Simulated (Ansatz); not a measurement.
# C5H10Cl2Si2: ionisation energy by level of theory

How much energy removes an electron from C5H10Cl2Si2 at fixed geometry? The cation is run at each level and the neutral's energy taken from earlier runs.

The runs use Ansatz 0.2.0, Gaussian basis; unrestricted cation, the program's frozen cores in correlated methods.

The runs, in order: UKS PBE-D4/def2-TZVPP; UKS r2SCAN-D4/def2-TZVPP; UKS PBE0-D4/def2-TZVPP; UKS B3LYP-D4/def2-TZVPP; UKS wB97X-V/def2-TZVPP; UKS wB97M-V/def2-TZVPP; UKS B2PLYP/def2-TZVPP; UHF-CCSD(T)/def2-TZVPP; UHF-MP2/def2-QZVPP; extrapolation to the limit; then −ε(HOMO) from the neutral's earlier runs with LDA (SPW92), PBE-D4, revPBE-D4, BLYP-D4, r2SCAN-D4, B97M-V, PBE0-D4, B3LYP-D4, r2SCANh-D4, r2SCAN0-D4, HSE06-D4, BHLYP-D4, CAM-B3LYP-D4, LC-ωPBE, ωB97X-V, ωB97M-V.

## Step 1: The geometry

The geometry comes from an earlier relaxation with PBE0-D4 in a triple-zeta def2 set; it is a stationary point, not always the lowest conformer.

19 atoms, charge 0, spin multiplicity 1.

Atoms are counted from 1 here; the program's logs count them from 0.

Bond lengths: C1–C2 1.330 Å, C1–H10 1.086 Å, C1–H11 1.086 Å, C2–Si3 1.851 Å, C2–H12 1.089 Å, Si3–Cl4 2.072 Å, Si3–C5 1.863 Å, Si3–H13 1.480 Å, C5–Si6 1.861 Å, C5–H14 1.096 Å, C5–H15 1.096 Å, Si6–Cl7 2.067 Å, Si6–C8 1.853 Å, Si6–H16 1.484 Å, C8–C9 1.330 Å, C8–H17 1.089 Å, C9–H18 1.086 Å, C9–H19 1.086 Å. Angles: C2–C1–H10 122.2°, C2–C1–H11 122.1°, H10–C1–H11 115.7°, C1–C2–Si3 124.3°, C1–C2–H12 118.2°, Si3–C2–H12 117.5°, C2–Si3–Cl4 107.8°, C2–Si3–C5 113.6°, C2–Si3–H13 111.1°, Cl4–Si3–C5 107.7°, Cl4–Si3–H13 105.4°, C5–Si3–H13 110.9°, Si3–C5–Si6 117.8°, Si3–C5–H14 105.8°, Si3–C5–H15 108.9°, Si6–C5–H14 108.3°, Si6–C5–H15 108.6°, H14–C5–H15 106.9° and more.

## Step 2: Cation, UKS PBE-D4/def2-TZVPP

Contents of in.yaml:

```yaml
crystal:
  periodic: [false, false, false]
  atoms:
    - {symbol: C, position_ang: [0.479825, 2.401427, -1.698145]}
    - {symbol: C, position_ang: [1.455728, 2.329351, -0.797886]}
    - {symbol: Si, position_ang: [1.836094, 0.824336, 0.209810]}
    - {symbol: Cl, position_ang: [3.676384, 0.098666, -0.408149]}
    - {symbol: C, position_ang: [0.588459, -0.544503, 0.004116]}
    - {symbol: Si, position_ang: [-1.165622, -0.206547, 0.527453]}
    - {symbol: Cl, position_ang: [-1.178847, 0.964065, 2.231189]}
    - {symbol: C, position_ang: [-2.097600, -1.763908, 0.898991]}
    - {symbol: C, position_ang: [-1.608044, -2.984753, 0.703080]}
    - {symbol: H, position_ang: [-0.181387, 1.565077, -1.903212]}
    - {symbol: H, position_ang: [0.292503, 3.302955, -2.274513]}
    - {symbol: H, position_ang: [2.082620, 3.206818, -0.646409]}
    - {symbol: H, position_ang: [2.009173, 1.170455, 1.638160]}
    - {symbol: H, position_ang: [0.968591, -1.385182, 0.596239]}
    - {symbol: H, position_ang: [0.585627, -0.867598, -1.043298]}
    - {symbol: H, position_ang: [-1.883803, 0.582077, -0.503680]}
    - {symbol: H, position_ang: [-3.110521, -1.668422, 1.287467]}
    - {symbol: H, position_ang: [-0.605519, -3.149134, 0.318074]}
    - {symbol: H, position_ang: [-2.185360, -3.879677, 0.917111]}
basis:
  gaussian: {orbitals: def2-TZVPP}
total_charge: 1
magnetization: {spin_polarized: true, initial_magnetization: 1}
hamiltonian: {xc: pbe, dispersion: d4}
```

Further steps of the session: Cation, UKS r2SCAN-D4/def2-TZVPP; Cation, UKS PBE0-D4/def2-TZVPP; Cation, UKS B3LYP-D4/def2-TZVPP; Cation, UKS wB97X-V/def2-TZVPP; Cation, UKS wB97M-V/def2-TZVPP; Cation, UKS B2PLYP (frozen core)/def2-TZVPP; Cation, UHF-CCSD(T)/def2-TZVPP; Cation, UHF-MP2/def2-QZVPP.

Before running them: what should the planned runs give, taken together? Wanted: ionisation energy, CCSD(T)/CBS; nearest functional by difference; nearest −ε(HOMO); −ε(HOMO) of PBE; T1 of the cation.

**Answer**, as computed:

| quantity | value |
| --- | --- |
| ionisation energy, CCSD(T)/CBS | 10.61 eV |
| nearest functional by difference | ωB97X-V (-0.26 eV) |
| nearest −ε(HOMO) | ωB97X-V (-0.03 eV) |
| −ε(HOMO) of PBE | 7.04 eV |
| T1 of the cation | 0.024 |

What this shows: Energy differences with functionals land within 1.37 eV of the reference. The PBE orbital energy is 3.6 eV too small: a semilocal HOMO is no ionisation energy. Among orbital estimates ωB97X-V comes nearest. Hartree-Fock falls 1.66 eV short, as the neutral has more correlation energy than the cation.
